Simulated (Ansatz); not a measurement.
**CH6GeOSi: rigid scan of one bond length**

How does the energy of CH6GeOSi change as one bond is stretched? A script is to give a rigid scan of one bond length; the system is CH6GeOSi. SMILES: [SiH3][GeH]1[CH2][O]1.

Program: the Python package of Ansatz 0.2.0. Level of theory: Hartree-Fock/def2-SVP. These are calculated values, not measurements.

## Step 1: Starting point

Bond lengths: Si1–Ge2 2.255 Å, Ge2–C3 1.894 Å, Ge2–O4 1.911 Å, C3–O4 1.323 Å, Si1–H5 1.489 Å, Si1–H6 1.524 Å, Si1–H7 1.498 Å, Ge2–H8 1.511 Å, C3–H9 1.129 Å, C3–H10 1.149 Å. Angles (14 of 19 angles, heavy atoms first): Si1–Ge2–C3 114.6°, Si1–Ge2–O4 106.9°, C3–Ge2–O4 40.7°, Ge2–C3–O4 70.3°, Ge2–O4–C3 68.9°, Si1–Ge2–H8 121.9°, C3–Ge2–H8 121.8°, O4–Ge2–H8 106.6°, Ge2–Si1–H5 112.2°, Ge2–Si1–H6 110.7°, Ge2–Si1–H7 111.2°, Ge2–C3–H9 118.2°, Ge2–C3–H10 116.7°, O4–C3–H9 113.3°.

The script holds or builds the structure itself.

## Step 2: Script

Contents of scan_ch6geosi.py:

```python
"""Potential curve of CH6GeOSi along one bond."""

import logging
import sys

import ansatz as az
import numpy as np

logging.basicConfig(stream=sys.stdout, format="[%(levelname)s] %(message)s")
logger = logging.getLogger("run")
logger.setLevel(logging.INFO)


def main() -> None:
    system = (
        az.Crystal.molecule()
        .atom("Si", (-1.1962, 0.917, -0.8221))
        .atom("Ge", (-0.3049, -0.6917, 0.4821))
        .atom("C", (1.5415, -0.4792, 0.8465))
        .atom("O", (1.3852, -1.1531, -0.2817))
        .atom("H", (-1.2762, 0.5034, -2.2506))
        .atom("H", (-2.6136, 1.2514, -0.3728))
        .atom("H", (-0.4094, 2.1882, -0.7287))
        .atom("H", (-1.026, -1.9921, 0.7525))
        .atom("H", (2.0003, 0.5416, 0.6976))
        .atom("H", (1.9823, -1.1367, 1.68))
    )

    symbols = [site.symbol for site in system.cartesian_sites]
    start = np.array([site.position_ang for site in system.cartesian_sites])
    axis = (start[5] - start[0]) / np.linalg.norm(start[5] - start[0])
    moving = [5]
    lengths, energies = [1.341, 1.402, 1.463, 1.524, 1.585, 1.646, 1.707, 1.798], []
    for length in lengths:
        xyz = start.copy()
        xyz[moving] += (length - np.linalg.norm(start[5] - start[0])) * axis
        point = az.Crystal.molecule()
        for symbol, xyz in zip(symbols, xyz):
            point = point.atom(symbol, xyz.tolist())
        model = (
            point.calculation()
            .basis(gaussian="def2-SVP")
            .functional("hf")
            .accuracy("high")
        )
        summary = model.run(threads=1).report
        energies.append(summary["free_energy_ev"])
        logger.info(f"r = {length:6.3f} A  E = {energies[-1]:.5f} eV  <S^2> = {abs(summary['mean_field']['state']['spin_squared']):.3f}")

    # quartic fit about the minimum
    fit = np.polynomial.Polynomial.fit(lengths, np.array(energies) - min(energies), 4).convert()
    roots = [r.real for r in fit.deriv().roots() if abs(r.imag) < 1e-9 and fit.deriv(2)(r.real) > 0]
    r_e = min(roots, key=lambda r: abs(r - lengths[int(np.argmin(energies))]))
    logger.info(f"minimum of the fit at {r_e:.4f} A, force constant {fit.deriv(2)(r_e):.2f} eV/A^2")


if __name__ == "__main__":
    main()
```

## Step 3: The input behind the calls

The package turns the script's settings into the engine's input (first run):

```yaml
crystal:
  periodic: [false, false, false]
  atoms:
    - { symbol: Si, position_ang: [-1.1962, 0.917, -0.8221] }
    - { symbol: Ge, position_ang: [-0.3049, -0.6917, 0.4821] }
    - { symbol: C, position_ang: [1.5415, -0.4792, 0.8465] }
    - { symbol: O, position_ang: [1.3852, -1.1531, -0.2817] }
    - { symbol: H, position_ang: [-1.2762, 0.5034, -2.2506] }
    - { symbol: H, position_ang: [-2.4433626423236383, 1.211236762800215, -0.42676334471849114] }
    - { symbol: H, position_ang: [-0.4094, 2.1882, -0.7287] }
    - { symbol: H, position_ang: [-1.026, -1.9921, 0.7525] }
    - { symbol: H, position_ang: [2.0003, 0.5416, 0.6976] }
    - { symbol: H, position_ang: [1.9823, -1.1367, 1.68] }
accuracy: high
basis:
  gaussian:
    orbitals: def2-SVP
hamiltonian:
  xc: hf
```

## Step 4: Launch

Launch:

```bash
$ python scan_ch6geosi.py
```

Without the output at hand: what should come out? Wanted: range of energy; lowest point, distance.

As calculated:

```
                        quantity     value
bond length at the fit's minimum  1.4859 Å
                   runs compared         8
                 range of energy  0.612 eV
      lowest point, distance (Å)      1.46
```

What this shows: The lowest point, at 1.46, lies inside the range. The ends stand 0.244 and 0.612 eV above it. The distance scanned is the script's pair 0, 5. Reading the output:
- The rest of the molecule is held rigid at a force-field or estimated start geometry, and the basis set is modest; single-reference methods fail as a bond breaks.
- The orbitals are restricted, so S² is zero by construction.
